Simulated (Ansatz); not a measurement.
# Zr2PdN4: the cost of one run

Computed with Ansatz 0.2.0 (DFT PBE, scalar-relativistic, plane waves, PAW, unless a step's input says otherwise).

1 further run of the same task is left out (set aside as unsound or not needed).

## Step 1: The starting structure

It takes space group I4/mmm (No. 139, tetragonal). Conventional cell: a = 5.644 Å, b = 5.644 Å, c = 4.611 Å, α = 90.00°, β = 90.00°, γ = 90.00°. Zr (site symmetry -4m2) is surrounded by 2 Zr at 2.31 Å and 8 N at 2.34 Å. Around Pd (site symmetry 4/mmm) lie 4 N at 2.42 Å. N (site symmetry m2m) has 4 N at 2.22 to 2.46 Å and 4 Zr at 2.34 Å and 1 Pd at 2.42 Å as nearest neighbours.

Structure file:

```cif
data_structure
_symmetry_space_group_name_H-M 'I4/mmm'
_symmetry_Int_Tables_number 139
_cell_length_a 5.6436
_cell_length_b 5.6436
_cell_length_c 4.6111
_cell_angle_alpha 90.000
_cell_angle_beta 90.000
_cell_angle_gamma 90.000
_cell_volume 146.86
loop_
_atom_site_label
_atom_site_type_symbol
_atom_site_symmetry_multiplicity
_atom_site_Wyckoff_symbol
_atom_site_fract_x
_atom_site_fract_y
_atom_site_fract_z
_atom_site_occupancy
Zr1 Zr 4 d 0.00000 0.50000 0.25000 1
Pd1 Pd 2 a 0.00000 0.00000 0.00000 1
N1 N 8 h 0.30300 0.30300 0.00000 1
```

(A quick probe on a coarse mesh, which set the mesh and smearing, is not shown.)

## Step 3: Rough relaxation on the coarse mesh

Input file input.yaml:

```yaml
crystal:
  lattice:
    - [-2.8218004163, 2.8218004163, 2.3055353819]
    - [2.8218004163, -2.8218004163, 2.3055353819]
    - [2.8218004163, 2.8218004163, -2.3055353819]
  atoms:
    - { symbol: Zr, position: [0.75, 0.25, 0.5] }
    - { symbol: Zr, position: [0.25, 0.75, 0.5] }
    - { symbol: Pd, position: [0.0, 0.0, 0.0] }
    - { symbol: "N", position: [0.303, 0.303, 0.606] }
    - { symbol: "N", position: [0.303, 0.697, 0.0] }
    - { symbol: "N", position: [0.697, 0.697, 0.394] }
    - { symbol: "N", position: [0.697, 0.303, 0.0] }
basis:
  ecutwfc: 420
kpoints:
  mp_grid: { grid: [6, 6, 6] }
hamiltonian:
  xc: pbe
scf:
  occupations: { method: gaussian, width: 0.1 }
  lower_state_search: "off"
output:
  forces: true
  stress: true
  eigenvalues: true
relax:
  adjacent_minimum: "off"
  f_tol: 0.04
  max_steps: 70
  cell: { stress_tol: 0.4 }
```

Command:

```console
$ ansatz run input.yaml --threads 1 --pin off --max-ram 2560MiB --backend cpu --events-out ev --progress --plain --runs-dir out
```

What time and memory should one allow on 1 thread of Arm Neoverse V2, shared host?

About 66 s, with a peak of 0.4 GiB.
